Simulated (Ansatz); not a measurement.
Born–Oppenheimer molecular dynamics of a periodic cell of 16 atoms, Ba (start crystal Ba, start structure bcc, volume 1.15 times the crystal's). It starts from a structure without forces on its atoms.

All numbers below come from Ansatz 0.2.0, DFT PBE-D3(BJ), scalar-relativistic, plane waves, PAW. Settings: accuracy low, cutoff 420 eV, k mesh 1x1x1, fermi-dirac smearing 0.36 eV, no spin polarisation.

| Property | Result |
| --- | --- |
| ensemble | NVT, Langevin thermostat |
| time step | 2.25 fs |
| steps asked | 140 |
| set temperature | 4200 K |
| friction | 0.02 /fs |
| seed | 727563 |

First frame:

```xyz
16
Lattice="10.5188 0.0000 0.0000 0.0000 10.5188 0.0000 0.0000 0.0000 10.5188" Properties=species:S:1:pos:R:3
Ba 0.000 0.000 0.000
Ba 5.259 0.000 0.000
Ba 0.000 5.259 0.000
Ba 0.000 0.000 5.259
Ba 2.630 2.630 2.630
Ba 5.259 5.259 0.000
Ba 5.259 0.000 5.259
Ba 7.889 2.630 2.630
Ba 0.000 5.259 5.259
Ba 2.630 7.889 2.630
Ba 2.630 2.630 7.889
Ba 5.259 5.259 5.259
Ba 7.889 7.889 2.630
Ba 7.889 2.630 7.889
Ba 2.630 7.889 7.889
Ba 7.889 7.889 7.889
```

(1) What does the run give?

(2) What happens to the structure?

(3) How do temperature and energy run in time?

Answers

(1) The run went to its last step.

```json
{
 "steps done": "140",
 "time covered": "315 fs",
 "mean temperature over the second half": "4131 K",
 "spread of the potential energy over the second half": "16.0 meV per atom",
 "mean potential energy of the second half above the start": "290.4 meV per atom"
}
```

A run of 0.32 ps of so small a system gives no equilibrium averages. Limits of this set-up: coarse k mesh, low accuracy level.

(2) Mean squared displacements from the first frame to the last, about the centre of mass: Ba 0.68 Å². The details hang on the random start.

(3) 
```json
{"time (fs)": "0.0", "T (K)": "3938", "potential energy less start (eV)": "0.000"}
{"time (fs)": "24.8", "T (K)": "3980", "potential energy less start (eV)": "0.337"}
{"time (fs)": "49.5", "T (K)": "3123", "potential energy less start (eV)": "1.065"}
{"time (fs)": "74.2", "T (K)": "3970", "potential energy less start (eV)": "1.740"}
{"time (fs)": "99.0", "T (K)": "3583", "potential energy less start (eV)": "2.722"}
{"time (fs)": "123.8", "T (K)": "2738", "potential energy less start (eV)": "3.616"}
{"time (fs)": "148.5", "T (K)": "4020", "potential energy less start (eV)": "4.258"}
{"time (fs)": "173.2", "T (K)": "3396", "potential energy less start (eV)": "4.588"}
{"time (fs)": "198.0", "T (K)": "4285", "potential energy less start (eV)": "4.580"}
{"time (fs)": "222.8", "T (K)": "4512", "potential energy less start (eV)": "4.956"}
{"time (fs)": "247.5", "T (K)": "2893", "potential energy less start (eV)": "5.047"}
{"time (fs)": "272.2", "T (K)": "4180", "potential energy less start (eV)": "4.655"}
{"time (fs)": "297.0", "T (K)": "5226", "potential energy less start (eV)": "4.251"}
```

Time of the run: 14 min on 2 threads of Arm Neoverse V1, with other jobs on the host, peak memory 0.99 GiB.
